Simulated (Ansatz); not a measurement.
# K3Nb3O8: a short molecular-dynamics run

What does K3Nb3O8 do over 60 steps of 1 fs at constant energy, with velocities drawn for 1200 K? The cell is a randomly packed cell of 14 atoms, taken as it stands, without a relaxation.

Program: Ansatz 0.2.0. Level of theory: DFT PBE, plane waves, PAW, scalar-relativistic, no spin polarisation. These are calculated values, not measurements.

The cell holds 14 atoms (K3Nb3O8): a = 6.802 Å, b = 6.705 Å, c = 5.653 Å, α = 77.64°, β = 73.35°, γ = 72.63°.

As a file:

```xyz
14
Lattice="6.7077 1.0836 0.3203 0.9577 6.6367 0.0058 1.2152 1.0426 5.4215" Properties=species:S:1:pos:R:3 pbc="T T T"
K     4.5698    2.8987    3.9222
K     1.2434    2.0051    4.2301
O     4.4773    4.1626    1.6800
O     1.1241    1.0587    1.8283
Nb    6.9402    7.3884    1.9612
O     4.4325    7.3027    3.1873
O     5.0015    7.3220    0.6877
O     4.7787    2.6424    0.7302
O     5.6813    4.9710    2.6400
O     3.4839    6.8073    1.3364
O     4.2539    7.4005    5.1392
K     6.4585    6.1317    4.8316
Nb    2.9082    5.5524    4.5677
Nb    2.5459    2.8650    1.4390
```

The structure above is the start of the run; the results belong to its end.

| quantity | value |
| --- | --- |
| length | 60 steps of 1 fs |
| temperature, first and last step | 1200 and 7450 K |
| temperature, second half | mean 5683 K, from 4356 to 7450 K |
| potential energy, second half | -539 meV/atom from the start |
| largest change of the total energy | 1.26 meV/atom |
| mean square displacement, second half | O 0.646, Nb 0.139, K 0.115 Å² |

The temperature starts at 1200 K and averages 5683 K in the second half, where it still rises, from 4356 to 7450 K; the start was no minimum (force components up to 3.8 eV/Å), and the potential energy that it sheds (539 meV/atom) turns into motion. The total energy strays from its start by at most 1.26 meV/atom, 0.2 % of the mean kinetic energy, so a step of 1 fs is short enough over this time. Over the second half O atoms stand 0.8 Å (root mean square) from where they began, and the farthest move is 1.6 Å. A run of 60 fs with 14 atoms shows the motion but fixes no equilibrium value.

Which input would start the first run of this session?

One input that does so (others would too):

File input.yaml:

```yaml
crystal:
  lattice:
    - [6.707673, 1.083622, 0.320315]
    - [0.957713, 6.636736, 0.005772]
    - [1.215235, 1.042638, 5.421496]
  atoms:
    - { symbol: K, position: [0.521155, 0.242891, 0.692405] }
    - { symbol: K, position: [0.019031, 0.176636, 0.778938] }
    - { symbol: O, position: [0.546701, 0.494424, 0.277049] }
    - { symbol: O, position: [0.094383, 0.092026, 0.331561] }
    - { symbol: Nb, position: [0.846114, 0.926289, 0.31076] }
    - { symbol: O, position: [0.424419, 0.942782, 0.56183] }
    - { symbol: O, position: [0.587355, 0.993043, 0.091095] }
    - { symbol: O, position: [0.655677, 0.276071, 0.095651] }
    - { symbol: O, position: [0.685239, 0.567079, 0.445868] }
    - { symbol: O, position: [0.345262, 0.933961, 0.225101] }
    - { symbol: O, position: [0.335635, 0.914622, 0.927119] }
    - { symbol: K, position: [0.712885, 0.674226, 0.848358] }
    - { symbol: Nb, position: [0.186592, 0.675628, 0.830775] }
    - { symbol: Nb, position: [0.28517, 0.346129, 0.248207] }
kpoints:
  mp_grid: { grid: [3, 3, 3] }
magnetization:
  spin_polarized: false
scf:
  occupations: { method: gaussian, width: 0.1 }
hamiltonian:
  pseudopotentials: { kind: paw }
  xc: pbe
basis:
  ecutwfc: 420
md:
  timestep: 1.0
  n_steps: 60
  ensemble: nve
  temperature: 1200.0
  initial_velocities: maxwell_boltzmann
  seed: 633897
```

Launch:

```bash
$ ansatz run input.yaml --threads 2 --pin off --max-ram 2560MiB --backend cpu --events-out ev --progress --plain --runs-dir out
```
